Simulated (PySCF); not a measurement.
**Accurate constants of SeI, step by step**

An exercise on one series of results from a longer session: the logs are not shown, and one member is left open.

The runs use PySCF 2.14.0; CCSD(T) on ROHF, scalar-relativistic core potentials.

2 further runs of the same task are left out: 2 set aside as unsound or not needed.

Set-up of the first run:

```
molecule             : SeI
state                : doublet, unpaired electrons π ↑
smaller basis        : Se cc-pVTZ-PP with ECP10, I cc-pVTZ-PP with ECP28
larger basis         : Se cc-pVQZ-PP with ECP10, I cc-pVQZ-PP with ECP28
frozen core orbitals : 18
extrapolation        : correlation as n⁻³ (n = 3, 4), Hartree–Fock as (n+1)·exp(−9√n)
corrections          : none
distances (Å)        : 2.1650, 2.2634, 2.3618, 2.4602, 2.5586, 2.6817, 2.8047
masses (u)           : 79.9165, 126.9045
dissociation limit   : Se + I
```

Launch:

```console
$ OMP_NUM_THREADS=4 python comp.py task.json out
```

Among the steps run: Coupled cluster at each distance.

One table of the session follows, with a row left open; its other results are not shown here.

It belongs to the step «Coupled cluster at each distance». Parts of the energy along the bond, in eV from Se + I:

```
 R (Å)  HF/CBS  CCSD corr.      (T)
2.1650   0.181      -1.294  -0.1786
2.2634  -0.415      -1.261  -0.1826
2.3618       ?           ?        ?
2.4602  -0.817      -1.202  -0.1897
2.5586  -0.775      -1.184  -0.1941
2.6817  -0.592      -1.177  -0.2018
2.8047  -0.320      -1.187  -0.2131
```

Estimate the missing values for R (Å) = 2.3618.

Worked estimate for «HF/CBS». A straight line through the neighbours (2.2634, -0.415) and (2.4602, -0.817) gives -0.415 + (-0.817 + 0.415) × (2.3618 − 2.2634) / (2.4602 − 2.2634) = -0.616; a parabola fitted to 4 rows on both sides gives -0.722.

The run gave: HF/CBS: -0.718; CCSD corr.: -1.229; (T): -0.1861. In «HF/CBS» the line misses by +0.102 and the parabola by -0.004.
